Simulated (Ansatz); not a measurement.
**AsH+ (doublet): B97M-V, PBE0 over a scan of the distance As1–H2, cc-pVTZ**

Aim: run AsH+ (doublet) with these functionals over a scan of the distance As1–H2, and hold them against the top wave-function level at the same points.

Program: Ansatz 0.2.0, Gaussian basis. Level of theory: cc-pVTZ, all electrons in the functionals. These are calculated values, not measurements.

To be run: B97M-V, PBE0, at 1.256 Å; 1.368 Å; 1.535 Å; 1.658 Å; 1.902 Å; 2.135 Å; 2.426 Å; 2.817 Å; 3.310 Å; 4.081 Å; 5.241 Å.

17 further runs of the same task are left out: 14 that didn't finish, 3 set aside as unsound or not needed.

### 1 The geometry

The geometry derives from a PBE0/def2-TZVP stationary point (not a proven minimum). One bond is set to the value named and the two fragments are kept rigid. No spin-orbit coupling is included. The filled d shell of As may be among the frozen orbitals whatever the setting's name suggests; the logs give the count.

2 atoms, charge 1, spin multiplicity 2.

Atoms are counted from 1 here; the program's logs count them from 0.

Bond lengths: As1–H2 1.535 Å.

No dispersion term is added; B97M-V holds VV10 nonlocal correlation.

The geometry shown and the zero of energy belong to the point 1.535 Å. The yardstick, FCI, and other wave-function levels (R restricted, U unrestricted, valence and pair active spaces) come from earlier runs.

### 2 B97M-V, 1.256 Å

in.yaml reads:

```yaml
crystal:
  periodic: [false, false, false]
  atoms:
    - {symbol: As, position_ang: [0.000000, 0.000000, 0.000000]}
    - {symbol: H, position_ang: [0.000000, 0.000000, 1.256000]}
basis:
  gaussian: {orbitals: cc-pVTZ}
total_charge: 1
magnetization: {spin_polarized: true, initial_magnetization: 1}
hamiltonian: {xc: {name: B97M-V}}
```

Launch:

```console
$ ansatz run in.yaml --threads 1 --pin off --events-out ev --progress --plain --max-ram 2393MiB
```

The runs that follow: B97M-V, 1.368 Å; B97M-V, 1.535 Å; B97M-V, 1.658 Å; B97M-V, 1.902 Å; B97M-V, 2.135 Å; B97M-V, 2.426 Å; B97M-V, 2.817 Å; B97M-V, 3.310 Å; B97M-V, 4.081 Å; B97M-V, 5.241 Å; PBE0, 1.256 Å; PBE0, 1.368 Å; PBE0, 1.535 Å; PBE0, 1.658 Å; PBE0, 1.902 Å; PBE0, 2.135 Å; PBE0, 2.426 Å; PBE0, 2.817 Å; PBE0, 3.310 Å; PBE0, 4.081 Å; PBE0, 5.241 Å.

Q: Predict the results of all the runs planned. Wanted: span of the FCI curve; largest miss, B97M-V; largest miss, PBE0.

As calculated:

| quantity | value |
| --- | --- |
| span of the FCI curve | 3.059 eV |
| largest miss, B97M-V | +0.122 eV (2.426 Å) |
| largest miss, PBE0 | +0.146 eV (2.426 Å) |

What this shows: Of the functionals, B97M-V keep the smallest largest miss at the points compared (at most 0.122 eV) and PBE0 strays most (0.146 eV, at 2.426 Å). B97M-V, PBE0 clearly break the spin symmetry at some points (⟨S²⟩ up to 1.00 above the pure value), so energy there is bought with a mixed spin. Functionals and the yardstick converge differently with the basis, so part of each miss in cc-pVTZ is the basis.
